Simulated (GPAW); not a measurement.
Ge3Pd:

```
CELL_PARAMETERS angstrom
4.14202 0.00000 0.00000
0.00000 4.14202 0.00000
0.00000 0.00000 4.14202
ATOMIC_POSITIONS crystal
Pd 0.00000 0.00000 0.00000
Ge 0.50000 0.50000 0.00000
Ge 0.50000 0.00000 0.50000
Ge 0.00000 0.50000 0.50000
```

The cell comes from a database or a generator and needn't be the stable form of this composition.

```yaml
Program: GPAW 26.7.0
Task: relaxation of cell and atoms
Functional: PBEsol
Dispersion: D3(BJ)+ATM
Potentials_or_basis: PAW data sets generated in the run's folder for this functional
Cutoff: 600 eV
Basis: pw
k_mesh: 7 × 7 × 7
Occupations: fermi-dirac, width 0.05 eV
Spin: no spin polarisation
```

At the start: pressure -7.8 GPa; volume 17.77 Å³/atom.

Q: How do energy, volume and symmetry change on relaxing?

A: Over 4 steps the energy falls by 38.4 meV/atom and the volume is 16.36 Å³/atom (-7.9 %); space group Pm-3m (No. 221, to 0.05 Å).

Step by step:
```tsv
step	energy change (eV)	largest force (eV/Å)	pressure (GPa)	volume (Å³)
1	0.0000	0.0000	-7.85	71.06
2	-0.0310	0.0000	-7.14	70.40
3	-0.1505	0.0000	1.35	64.60
4	-0.1535	0.0000	-0.16	65.42
```

Final structure:
```
CELL_PARAMETERS angstrom
4.02946 0.00000 0.00000
0.00000 4.02946 0.00000
0.00000 0.00000 4.02946
ATOMIC_POSITIONS crystal
Pd 0.00000 0.00000 0.00000
Ge 0.50000 0.50000 0.00000
Ge 0.50000 0.00000 0.50000
Ge 0.00000 0.50000 0.50000
```

Caveat: later steps reuse the first step's grids; pairwise dispersion overbinds metals, which lowers pressure and volume.
